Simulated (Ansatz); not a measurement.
# CuO: the cost of one run

Method: DFT r²SCAN+U (U_eff = 4 eV on Cu d), plane waves, PAW, in Ansatz 0.2.0.

**1. The starting structure**

The structure is hexagonal, space group P-6m2 (No. 187). Conventional cell: a = 2.836 Å, b = 2.836 Å, c = 2.768 Å, α = 90.00°, β = 90.00°, γ = 120.00°. Cu (site symmetry -6m2) has 6 O at 2.14 Å as nearest neighbours. Around O (site symmetry -6m2) lie 6 Cu at 2.14 Å.

Coordinates:

```
Cu O
1.0
     2.83633    0.00000    0.00000
    -1.41816    2.45633    0.00000
     0.00000    0.00000    2.76811
Cu O
1 1
Direct
  0.00000 0.00000 0.00000
  0.66667 0.33333 0.50000
```

Magnetic order typed: ferromagnetic.

**2. From atoms, symmetry kept, no search**

Contents of input.yaml:

```yaml
crystal:
  lattice:
    - [2.83632511, 0.0, 0.0]
    - [-1.41816255, 2.4563296, 0.0]
    - [0.0, 0.0, 2.76811278]
  atoms:
    - { symbol: Cu, position: [0.0, 0.0, 0.0], spin: 1.0 }
    - { symbol: O, position: [0.6666666667, 0.3333333333, 0.5] }
basis:
  ecutwfc: 500
  ecutrho_ratio: 4
kpoints:
  mp_grid: { grid: [8, 8, 7] }
hamiltonian:
  xc: r2scan
  hubbard: { sites: [{ site: 0, l: d, u_eff: 4.0 }] }
scf:
  occupations: { method: gaussian, width: 0.05 }
  lower_state_search: "off"
  max_iter: 150
output:
  forces: true
  stress: true
  eigenvalues: true
  populations: true
  hubbard: { sites: [{ site: 0, l: d }] }
magnetization:
  spin_polarized: true
```

Launch:

```sh
$ ansatz run input.yaml --threads 2 --pin off --max-ram 3072MiB --backend cpu --events-out ev --progress --plain --runs-dir out
```

**Question.** How long does this run take on 2 threads of Arm Neoverse V1, shared host, and how much memory does it need?

About 9.1 s, with a peak of 0.38 GiB.
